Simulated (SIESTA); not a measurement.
## Cu4Au3 in SIESTA: the effect of functional

Slab: Cu4Au3, a slab with vacuum.

```xyz
7
Lattice="2.8000 0.0000 0.0000 0.0000 2.8000 0.0000 0.0000 0.0000 26.0100" Properties=species:S:1:pos:R:3 pbc="T T T"
Cu    1.4000    1.4000    7.5000
Au    0.0000    0.0000    9.3350
Cu    1.4000    1.4000   11.1700
Au    0.0000    0.0000   13.0050
Cu    1.4000    1.4000   14.8400
Au    0.0000    0.0000   16.6750
Cu    1.4000    1.4000   18.5100
```

Alike in all runs:

```yaml
Program: SIESTA 5.4.2
Task: single point
Potentials_or_basis: PseudoDojo 0.4 standard (PBE files)
Basis: DZP (energy shift 0.003 Ry; two zetas on semicore shells)
Grid_cutoff: 800 Ry
Energy_shift: 0.003 Ry
k_mesh: 9 × 9 × 1
Occupations: fermi-dirac, width 0.05 eV
Spin: no spin polarisation
```

```csv
functional,largest force (eV/Å),work function (eV)
PBE,?,?
vdW-DF,0.49,4.25
vdW-DF2,0.79,4.46
optB88-vdW,0.24,4.40
vdW-DF-C09,0.23,4.37
vdW-DF-cx,0.21,4.32
VV10,0.25,4.40
```

Task: What does the run with functional PBE give?

Result: Largest force 0.27 eV/Å; work function 4.22 eV.

Caveats: the potentials were made for another functional, which shifts forces and pressure (some runs); the non-local part is tabulated coarsely and may be off by about a percent (some runs).
